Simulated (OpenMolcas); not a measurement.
# GeSiH3ClO (SMILES Cl[SiH]1[O][GeH2]1) at 6 levels

Wanted: a comparison of 6 runs (HF/STO-3G, B3LYP/6-31G*, BHLYP/6-31G*, M06-2X/6-31G*, MP2/6-31G*, CCSD(T)/6-31G*) of GeSiH3ClO. 

The calculation is run with OpenMolcas 26.06.

1 further run of the same task is left out (set aside as unsound or not needed).

## (1) The structure to begin with

GeSiH3ClO has 7 atoms, charge 0, and is taken as a singlet. As SMILES, `Cl[SiH]1[O][GeH2]1`. The shape is that of a PBE0-D4/def2-TZVP optimisation.

Bond lengths: Cl1–Si2 2.039 Å, Si2–O3 1.633 Å, Si2–Ge4 2.255 Å, O3–Ge4 1.905 Å, Si2–H5 1.478 Å, Ge4–H6 1.535 Å, Ge4–H7 1.534 Å. Some angles: Cl1–Si2–O3 117.0°, Cl1–Si2–Ge4 122.5°, O3–Si2–Ge4 56.0°, Si2–O3–Ge4 78.8°, Si2–Ge4–O3 45.3°, Cl1–Si2–H5 107.1°, O3–Si2–H5 118.0°, Ge4–Si2–H5 126.8°, Si2–Ge4–H6 124.6°, Si2–Ge4–H7 122.6°.

## (2) Energy and forces at HF/STO-3G (run 1)

The input, mol.input:

```
&GATEWAY
  BasLib
  $CurrDir
  BasisSet
  Cl.STO-3G....
  Cl1 0.946700 -2.488800 0.655700 angstrom
  End of Basis
  BasisSet
  Si.STO-3G....
  Si2 -0.269300 -1.038200 -0.101800 angstrom
  End of Basis
  BasisSet
  O.STO-3G....
  O3 0.399800 0.013200 -1.157400 angstrom
  End of Basis
  BasisSet
  Ge.STO-3G....
  Ge4 0.044800 1.152900 0.326900 angstrom
  End of Basis
  BasisSet
  H.STO-3G....
  H5 -1.538000 -1.691900 -0.484400 angstrom
  H6 -0.900200 2.274100 -0.128200 angstrom
  H7 1.377500 1.710600 0.843500 angstrom
  End of Basis

&SEWARD

&SCF
  Thresholds
  1e-10 1e-07 1e-07 1e-05
  PrOrbitals
  1 1

&ALASKA
```

The basis set STO-3G is read from a file made from the Basis Set Exchange's data (not shown).

On the command line:

```
$ export MOLCAS_MEM=1860
$ pymolcas mol.input > mol.log
```

Log:

```text
--- Start Module: gateway ---
[...]
--- Stop Module: gateway /rc=_RC_ALL_IS_WELL_ ---
[...]
      Basis functions           44
[...]
--- Start Module: scf ---
[...]
       Convergence after  14 Iterations
[...]
::    Total SCF energy                              -2867.5507414932
[...]
      Total spin, S                                     0.0000000000
[...]
      Total electronic charge=   74.000000
      Total            charge=   -0.000000
[...]
      Dipole Moment (debye):
      Origin of the operator (angstrom)=    0.2194   -0.1817    0.1666
                   X= -2.4852E+00               Y=  1.8252E+00               Z=  8.6597E-01           Total=  3.2027E+00
      Quadrupole Moment (debye*angstrom):
[...]
 *              Molecular gradients               *
 **************************************************
  Irreducible representation: a
 ------------------------------------------------------------------------------------------
                              X                       Y                       Z
 ------------------------------------------------------------------------------------------
  CL1              -1.47765237305748E-02    1.69212367393534E-02   -9.64095722505043E-03
  SI2               5.22459514075582E-02   -1.26368099385203E-02   -1.76876829047032E-02
  O3               -1.32518368828940E-02   -4.54450988574595E-02    4.19327224930655E-03
  GE4              -1.51735113614588E-02    4.45677271765987E-03    3.42972438687958E-02
  H5               -2.25919384084738E-02   -1.17951044502234E-02   -8.00730728378229E-03
  H6               -2.26197831981825E-02    3.19988554081219E-02   -1.44451190609605E-02
  H7                3.61676421740693E-02    1.65001483810174E-02    1.12905503563510E-02
 ------------------------------------------------------------------------------------------
[...]
```

Wall time 5.1 s (1 thread of AMD EPYC 7R43 (Zen 3), shared host); peak memory 0.38 GiB.

## (3) Energy and gradient at B3LYP/6-31G(d) (spherical functions) (run 2)

The input, job.input:

```
* ClGeH3OSi Kohn-Sham DFT

&gateway
  baslib=$CurrDir
  coord
  7
  bohr
  Cl     1.78900372    -4.70315038     1.23909342
  Si    -0.50890325    -1.96191366    -0.19237412
  O      0.75551250     0.02494438    -2.18716902
  Ge     0.08465973     2.17866525     0.61775147
  H     -2.90639878    -3.19722763    -0.91538333
  H     -1.70113146     4.29742618    -0.24226289
  H      2.60309774     3.23256551     1.59398399
  basis=6-31Gs
  group=NoSym

&seward
  gridinput
  Grid=UltraFine
  End of Grid

&scf
  ksdft=B3LYP
  thresholds=1e-10 1e-07 1e-07 1e-05
  prorbitals=1

&alaska
```

The basis set 6-31G* is read from a file made from the Basis Set Exchange's data (not shown).

On the command line:

```
$ export MOLCAS_MEM=1860
$ pymolcas job.input > job.log
```

Log:

```text
--- Start Module: gateway ---
[...]
--- Stop Module: gateway /rc=_RC_ALL_IS_WELL_ ---
[...]
      Basis functions           88
[...]
--- Start Module: scf ---
[...]
       Convergence after  16 Iterations
[...]
::    Total KS-DFT energy                           -2903.5241917858
[...]
      Total spin, S                                     0.0000000000
[...]
      Total electronic charge=   74.000000
      Total            charge=   -0.000000
[...]
      Dipole Moment (debye):
      Origin of the operator (angstrom)=    0.2194   -0.1817    0.1666
                   X= -1.4409E+00               Y=  1.1505E+00               Z=  1.2328E+00           Total=  2.2181E+00
      Quadrupole Moment (debye*angstrom):
[...]
 *              Molecular gradients               *
 **************************************************
  Irreducible representation: a
 ------------------------------------------------------------------------------------------
                              X                       Y                       Z
 ------------------------------------------------------------------------------------------
  CL1              -5.89554068431575E-03    7.75880140018970E-03   -4.18858667869237E-03
  SI2               1.07603525263222E-02    6.51395043015413E-03   -2.47299404323620E-03
  O3               -6.62197941956144E-03   -2.66184535892922E-03    1.58596802655850E-02
  GE4               2.28945061293162E-03   -7.44340160921553E-03   -9.52464395628994E-03
  H5                7.05022517800025E-04    5.15707568109480E-04   -7.71788495395054E-05
  H6                2.04233032906220E-03   -3.04956546650281E-03    1.40827919417719E-03
  H7               -3.27963588233438E-03   -1.63364696365198E-03   -1.00455593210569E-03
 ------------------------------------------------------------------------------------------
[...]
```

It took 46 s on 1 thread of AMD EPYC 7R43 (Zen 3), shared host; peak memory 0.48 GiB.

Runs 3 to 5 aren't shown in full; the table further down has their settings and results.

## (4) A single-point energy at CCSD(T)/6-31G(d) (spherical functions) (run 6)

The input, mol.inp:

```
&GATEWAY
 BasLib = $CurrDir
 BasisSet
 Cl.6-31Gs....
 Cl1 0.946700 -2.488800 0.655700 angstrom
 End of Basis
 BasisSet
 Si.6-31Gs....
 Si2 -0.269300 -1.038200 -0.101800 angstrom
 End of Basis
 BasisSet
 O.6-31Gs....
 O3 0.399800 0.013200 -1.157400 angstrom
 End of Basis
 BasisSet
 Ge.6-31Gs....
 Ge4 0.044800 1.152900 0.326900 angstrom
 End of Basis
 BasisSet
 H.6-31Gs....
 H5 -1.538000 -1.691900 -0.484400 angstrom
 H6 -0.900200 2.274100 -0.128200 angstrom
 H7 1.377500 1.710600 0.843500 angstrom
 End of Basis

&SEWARD

&SCF
 Thresholds = 1e-10 1e-07 1e-07 1e-05
 PrOrbitals = 1 1

&RASSCF
 FileOrb = $Project.ScfOrb
 Spin = 1
 Nactel = 0 0 0
 Inactive = 37
 Ras2 = 0
 OutOrbitals = Canonical
 OrbListing = NoCore

&MOTRA
 JobIph
 Frozen = 20

&CCSDT
 CCT
 Triples = 2
 Iterations = 80
 Accuracy = 1e-08
 Extrapolation = 5 4
```

The basis set 6-31G* is read from a file made from the Basis Set Exchange's data (not shown).

On the command line:

```
$ export MOLCAS_MEM=1860
$ pymolcas mol.inp > mol.log
```

Log:

```text
--- Start Module: gateway ---
[...]
--- Stop Module: gateway /rc=_RC_ALL_IS_WELL_ ---
[...]
      Basis functions           88
[...]
       Convergence after  14 Iterations
[...]
::    Total SCF energy                              -2900.1240263392
[...]
      Total spin, S                                     0.0000000000
[...]
      Number of active orbitals                  0
[...]
      Spin quantum number                      0.0
[...]
      Active orbitals                            0
[...]
      Number of CSFs                             1
[...]
      Number of root(s) required                 1
[...]
      Convergence after  4 iterations
[...]
      Natural orbitals and occupation numbers for root  1
      ************************************************************************************************************************
      *                                                    Final results                                                     *
      ************************************************************************************************************************
[...]
::    RASSCF root number  1 Total energy:  -2900.12402634
[...]
      Total electronic charge=   74.000000
      Total            charge=   -0.000000
[...]
      Dipole Moment (debye):
      Origin of the operator (angstrom)=    0.2194   -0.1817    0.1666
                   X= -1.8023E+00               Y=  1.5272E+00               Z=  1.6881E+00           Total=  2.9035E+00
      Quadrupole Moment (debye*angstrom):
[...]
--- Start Module: motra ---
[...]
--- Stop Module: motra /rc=_RC_ALL_IS_WELL_ ---
[...]
--- Start Module: ccsdt ---
[...]
      Convergence after                    17  Iterations
      Total energy (diff) :   -2900.77875523      -0.00000000
[...]
 METHOD                       : CCSD+T(CCSD)+<T3(1)WT1> = CCSD(T)
[...]
       CCSD     =     -2900.7787552312930
[...]
```

It took 86 s on 1 thread of AMD EPYC 7R43 (Zen 3), shared host; peak memory 0.48 GiB.

## (5) The series

```
run                                 level  integration grid      task   energy (Eh)  dipole moment (D) of the reference  HOMO energy (eV)  LUMO energy (eV)  wall time
  1                             HF/STO-3G                 –  gradient  -2867.550741                                3.20             -6.78              5.91      5.1 s
  2    B3LYP/6-31G* (spherical functions)         UltraFine  gradient  -2903.524192                                2.22             -6.93             -1.50       46 s
  3    BHLYP/6-31G* (spherical functions)         UltraFine  gradient  -2903.386252                                2.53             -8.16             -0.44       40 s
  4   M06-2X/6-31G* (spherical functions)         UltraFine  gradient  -2903.367829                                2.48             -8.18             -0.50       61 s
  5      MP2/6-31G* (spherical functions)                 –    energy  -2900.759631                                2.90             -9.72              1.79       11 s
  6  CCSD(T)/6-31G* (spherical functions)                 –    energy  -2900.796629                                2.90             -9.72              1.79       86 s
```

## (6) Summary of results

| quantity | value |
| --- | --- |
| run 6: total energy | -2900.79663 Eh |
| run 6: dipole moment (mean-field density) | 2.90 D |
| run 6: HOMO energy (Hartree–Fock orbitals) | -9.72 eV |
| run 6: LUMO energy (Hartree–Fock orbitals) | 1.79 eV |
| run 6: HOMO–LUMO gap (Hartree–Fock orbitals) | 11.51 eV |
| run 6: correlation energy (20 core orbitals frozen) | -672.6 mEh |
| run 6: (T) correction | -17.87 mEh |

In words: Over runs 1, 2, 3, 4 the dipole moment (its size) runs from 2.22 D (B3LYP/6-31G*) to 3.20 D (HF/STO-3G). The two ends differ in method and basis. Over runs 1, 2, 3, 4 the HOMO–LUMO gap runs from 5.43 eV (B3LYP/6-31G*) to 12.69 eV (HF/STO-3G). Totals of different functionals can't be ranked against each other. In run 1 the basis is minimal, so the values are rough. All runs together took 4.1 min, the longest 86 s.
